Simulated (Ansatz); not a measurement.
# Ge2Sb2Te5: relaxation of cell and atoms with BLYP+D3(BJ)

Ge2Sb2Te5:

```
Te Sb Ge
1.0
     6.83914   -3.06601    0.00000
     6.83914    3.06601    0.00000
    -6.83098    0.00000    6.84761
Te Sb Ge
5 2 2
Direct
  0.59470 0.59470 0.38643
  0.79529 0.79529 0.19611
  0.00832 0.00832 0.00643
  0.20652 0.20652 0.80980
  0.39996 0.39996 0.59712
  0.90171 0.90171 0.58787
  0.11187 0.11187 0.41735
  0.28429 0.28429 0.18783
  0.49734 0.49734 0.01104
```

The cell comes from a database or a generator and needn't be the stable form of this composition.

```json
{
  "Program": "Ansatz 0.2.0",
  "Task": "relaxation of cell and atoms",
  "Functional": "BLYP",
  "Dispersion": "D3(BJ)",
  "Potentials or basis": "Ansatz PAW",
  "Cutoff": "420 eV (not typed: the program's choice for these potentials)",
  "k mesh": "5 × 5 × 4",
  "Occupations": "fermi-dirac, width 0.05 eV",
  "Spin": "no spin polarisation"
}
```

```yaml
Relaxed_volume: 31.77 Å³/atom
Relaxed_cell: a = 7.523 Å, b = 7.523 Å, c = 9.705 Å, α = 130.82°, β = 130.82°, γ = 48.25°
Space_group_after_relaxing_to_0.05_Å: Cm (No. 8)
Energy_gained_by_relaxing: 28.5 meV/atom
Ionic_steps: 14
Pressure_after_relaxing: 0.0 GPa
Largest_force_after_relaxing: 0.005 eV/Å
Band_gap_on_the_k_mesh: 0.23 eV, indirect (least direct gap 0.31 eV)
```

Forces in eV/Å, atoms in the order of the input:
```
Te   0.000  0.000  0.001
Te   0.003  0.000  0.001
Te   0.000  0.000 -0.002
Te  -0.004  0.000  0.003
Te  -0.001  0.000  0.001
Sb  -0.001  0.000  0.000
Sb   0.002  0.000 -0.005
Ge   0.000  0.000  0.001
Ge   0.001  0.000  0.000
```

Step by step:
| step | energy change (eV) | largest force (eV/Å) | volume (Å³) |
| --- | --- | --- | --- |
| 1 | 0.0000 | 0.5942 | 287.17 |
| 2 | -0.1652 | 0.4075 | 291.36 |
| 3 | -0.2125 | 0.1894 | 281.82 |
| 4 | -0.2245 | 0.1078 | 285.00 |
| 5 | -0.2277 | 0.1004 | 285.35 |
| 6 | -0.2314 | 0.0740 | 285.20 |
| 7 | -0.2353 | 0.0636 | 285.19 |
| 8 | -0.2401 | 0.0787 | 285.37 |
| 9 | -0.2476 | 0.1661 | 285.80 |
| 10 | -0.2536 | 0.0675 | 286.46 |
| 11 | -0.2563 | 0.0173 | 285.86 |
| 12 | -0.2565 | 0.0102 | 285.92 |
| 13 | -0.2565 | 0.0050 | 285.92 |
| 14 | -0.2563 | 0.0050 | 285.92 |

Final structure:
```
CELL_PARAMETERS angstrom
6.86543 -3.07471 -0.04703
6.86543 3.07471 -0.04703
-6.90432 0.00000 6.81974
ATOMIC_POSITIONS crystal
Te 0.60821 0.60821 0.41007
Te 0.80405 0.80405 0.18690
Te 0.99572 0.99572 0.99283
Te 0.20984 0.20984 0.80477
Te 0.41846 0.41846 0.60524
Sb 0.88983 0.88983 0.57205
Sb 0.11297 0.11297 0.42482
Ge 0.27260 0.27260 0.19260
Ge 0.48833 0.48833 0.01073
```

Levels at points of the mesh, in eV from the valence-band top:
| k point | band 65 | band 66 | band 67 | band 68 | band 69 | band 70 | band 71 | band 72 | band 73 | band 74 |
| --- | --- | --- | --- | --- | --- | --- | --- | --- | --- | --- |
| (0.00, 0.00, 0.00) | -1.32 | -0.89 | -0.60 | -0.43 | -0.40 | 1.12 | 1.45 | 2.24 | 2.37 | 3.27 |
| (0.00, 0.00, -0.50) | -1.40 | -0.81 | -0.70 | -0.49 | -0.42 | 0.94 | 1.62 | 1.71 | 2.50 | 2.72 |

Wall time 7.1 min on 4 threads of Arm Neoverse V1, with other jobs on the host, peak memory 1.2 GiB.

Caveat: odd divisions of the mesh miss points on the zone boundary, where band edges often lie, so the gap on the mesh can be too wide; the plane-wave basis is chosen anew once the cell has moved, so the energies of steps on either side of that aren't comparable; spin-orbit coupling is left out, which moves the levels of the heavy elements; the PAW data sets come from PBE, with cores solved anew for the run's functional, which leaves a small shift of forces and pressure. A k mesh can miss the band edges.
